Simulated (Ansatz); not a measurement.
# C2H5BSe: the cost of one run

All numbers are computed with Ansatz 0.2.0 through its Python package. Level of theory: r2SCAN+D4/cc-pVDZ.

### Step 1. The structure

Bond lengths: C1–B2 1.531 Å, B2–C3 1.549 Å, B2–Se4 2.093 Å, C3–Se4 1.767 Å, C1–H5 1.152 Å, C1–H6 1.162 Å, C1–H7 1.118 Å, C3–H8 1.096 Å, C3–H9 1.140 Å. Angles (14 of 16 angles, heavy atoms first): C1–B2–C3 144.1°, C1–B2–Se4 150.0°, C3–B2–Se4 55.6°, B2–C3–Se4 78.0°, B2–Se4–C3 46.4°, B2–C1–H5 111.1°, B2–C1–H6 111.0°, B2–C1–H7 113.6°, B2–C3–H8 114.9°, B2–C3–H9 114.3°, Se4–C3–H8 119.8°, Se4–C3–H9 114.2°, H5–C1–H6 104.7°, H5–C1–H7 108.8°.

The script holds or builds the structure itself.

### Step 2. Script

The input, tae.py:

```python
from collections import Counter
from dataclasses import dataclass
import logging
import sys

import ansatz as az

logging.basicConfig(stream=sys.stdout, format="%(levelname)s %(message)s")
log = logging.getLogger("run")
log.setLevel(logging.INFO)


@dataclass
class RunConfig:
    basis_set: str = "cc-pVDZ"
    functional: str = "r2scan"
    vdw: str = "d4"


opts = RunConfig()


def total_energy(molecule, charge=0, unpaired=0):
    calc = (
        molecule.calculation()
        .basis(gaussian=opts.basis_set)
        .functional(opts.functional, dispersion=opts.vdw)
    )
    if charge:
        calc = calc.charge(charge)
    if unpaired:
        calc = calc.spin("collinear", total=unpaired)
    report = calc.run(threads=1, pin="off").report
    if report["published_state_doubts"]:
        print("  doubts:", report["published_state_doubts"])
    return report["free_energy_ev"]

geometry_ang = [
    ("C", [-0.2254, 1.1956, -0.7189]),
    ("B", [0.0319, -0.259, -0.3152]),
    ("C", [0.3955, -1.1864, 0.8716]),
    ("Se", [-0.6424, -2.2296, -0.1063]),
    ("H", [-0.5483, 1.268, -1.822]),
    ("H", [-1.115, 1.6428, -0.1204]),
    ("H", [0.6534, 1.8674, -0.5553]),
    ("H", [0.05, -0.8376, 1.8514]),
    ("H", [1.4888, -1.5076, 0.8981]),
]
c2h5bse = az.Crystal.molecule()
for symbol, xyz in geometry_ang:
    c2h5bse = c2h5bse.atom(symbol, xyz)

unpaired = {"C": 2, "B": 1, "Se": 2, "H": 1}
counts = Counter(site.symbol for site in c2h5bse.cartesian_sites)
atom_energy = {s: total_energy(az.Crystal.molecule().atom(s, (0, 0, 0)), 0, unpaired[s]) for s in counts}
whole = total_energy(c2h5bse, 0, 0)
for s, e in atom_energy.items():
    log.info(f"{s:2s} x{counts[s]}  {e:14.5f} eV")
log.info(f"C2H5BSe: {whole:.5f} eV")
split = sum(counts[s] * e for s, e in atom_energy.items()) - whole
log.info(f"atomisation energy (no zero-point term): {23.060548 * split:.1f} kcal/mol, {split / sum(counts.values()):.3f} eV an atom")
```

### Step 3. The input behind the calls

The package turns the script's settings into the engine's input (first run):

```yaml
crystal:
  periodic: [false, false, false]
  atoms:
    - { symbol: C, position_ang: [0.0, 0.0, 0.0] }
basis:
  gaussian:
    orbitals: cc-pVDZ
hamiltonian:
  xc: r2scan
  dispersion: d4
magnetization:
  spin_polarized: true
  initial_magnetization: 2.0
```

### Step 4. Running it

Launch:

```sh
$ python tae.py
```

**Question.** How long does this script take on 1 thread of Arm Neoverse V1, shared host, and how much memory does it need?

About 9.6 s, with a peak of 0.21 GiB.
